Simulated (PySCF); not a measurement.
# Br⁻: spin, charge, geometry and surroundings

Aim: change spin, charge, geometry, field or solvent of Br⁻, one at a time, and compare with the base run.

Method: method and basis as typed in the scripts; program: PySCF 2.14.0.

2 further runs of the same task are left out: 2 that didn't finish.

**1. The atom**

Br⁻: 1 atom, charge -1, spin multiplicity 1.

**2. The run that the others are compared with**

input.py

```python
from pyscf import gto, scf, mp

mol = gto.M(
    atom='Br 0 0 0',
    basis='def2-svp',
    charge=-1,
    spin=0,
    symmetry=True,
    verbose=4,
)
mf = scf.RHF(mol)
mf.kernel()
mp.MP2(mf).kernel()
mf.dip_moment()
print('orbital energies (hartree):', mf.mo_energy[..., max(0, mol.nelec[1]-3):mol.nelec[0]+3].round(4))
```

Started as:

```console
$ python input.py
```

Its log is not repeated here.

Base result: E(SCF) = -2572.149915 Eh, 7 cycles, E(MP2) − E(SCF) = -0.26387 Eh.

**3. Triplet (UHF)**

Edit 1 changes spin (2S): 0 → 2; SCF type: RHF → UHF.

input.py

```python
from pyscf import gto, scf, mp

mol = gto.M(
    atom='Br 0 0 0',
    basis='def2-svp',
    charge=-1,
    spin=2,
    symmetry=True,
    verbose=4,
)
mf = scf.UHF(mol)
mf.kernel()
mp.MP2(mf).kernel()
mf.dip_moment()
print('orbital energies (hartree):', [e[max(0, n-3):n+3].round(4) for e, n in zip(mf.mo_energy, mol.nelec)])
```

Started as:

```console
$ python input.py
```

**4. Quintet (UHF)**

Edit 2 changes spin (2S): 0 → 4; SCF type: RHF → UHF.

input.py

```python
from pyscf import gto, scf, mp

mol = gto.M(
    atom='Br 0 0 0',
    basis='def2-svp',
    charge=-1,
    spin=4,
    symmetry=True,
    verbose=4,
)
mf = scf.UHF(mol)
mf.kernel()
mp.MP2(mf).kernel()
mf.dip_moment()
print('orbital energies (hartree):', [e[max(0, n-3):n+3].round(4) for e, n in zip(mf.mo_energy, mol.nelec)])
```

**5. Charge +0 (doublet, UHF)**

Edit 3 changes charge: -1 → 0; spin (2S): 0 → 1; SCF type: RHF → UHF.

input.py

```python
from pyscf import gto, scf, mp

mol = gto.M(
    atom='Br 0 0 0',
    basis='def2-svp',
    charge=0,
    spin=1,
    symmetry=True,
    verbose=4,
)
mf = scf.UHF(mol)
mf.kernel()
mp.MP2(mf).kernel()
mf.dip_moment()
print('orbital energies (hartree):', [e[max(0, n-3):n+3].round(4) for e, n in zip(mf.mo_energy, mol.nelec)])
```

**6. Electric field 0.05 a.u.**

Edit 4 changes electric field: none → 0.05 a.u.; point-group symmetry: on → off.

Edit input.py of step 2 so:

```diff
@@ -7,3 +7,2 @@
     spin=0,
-    symmetry=True,
     verbose=4,
@@ -11,2 +10,7 @@
 mf = scf.RHF(mol)
+field = 0.05  # electric field along z, atomic units
+h = mf.get_hcore() + field*mol.intor('int1e_r')[2]
+mf.get_hcore = lambda *args: h
+e_nuc = mol.energy_nuc() - field*mol.atom_charges() @ mol.atom_coords()[:, 2]
+mf.energy_nuc = lambda *args: e_nuc
 mf.kernel()
```

Q: Predict the outcome of this session. Wanted: for each run, E(SCF); from base; gap, α spin; after the SCF.

The runs gave:

| run | E(SCF) (hartree) | from base (eV) | cycles | gap, α spin (eV) | after the SCF |
| --- | --- | --- | --- | --- | --- |
| base | -2572.149915 | 0 | 7 | 23.38 | MP2 correlation -7.180 eV |
| triplet (UHF) | -2571.645704 | +13.7203 | 7 | 15.42 | MP2 correlation -7.189 eV |
| quintet (UHF) | -2570.956767 | +32.4672 | 8 | 10.01 | MP2 correlation -6.276 eV |
| charge +0 (doublet, UHF) | -2572.078699 | +1.9379 | 8 | 24.46 | MP2 correlation -6.582 eV |
| electric field 0.05 a.u. | -2572.164831 | not comparable | 8 | 23.31 | MP2 correlation -7.168 eV |

**Reading.** Of the runs whose energies can be compared, “quintet (UHF)” moves the SCF energy most (+32.467 eV). The triplet solution found lies 13.72 eV above the base singlet at this geometry and level. The quintet solution found lies 32.47 eV above the base singlet at this geometry and level. At the SCF level, going to the doublet with one electron fewer costs 1.94 eV at fixed geometry, against 2.68 eV for the negative of the highest filled level.
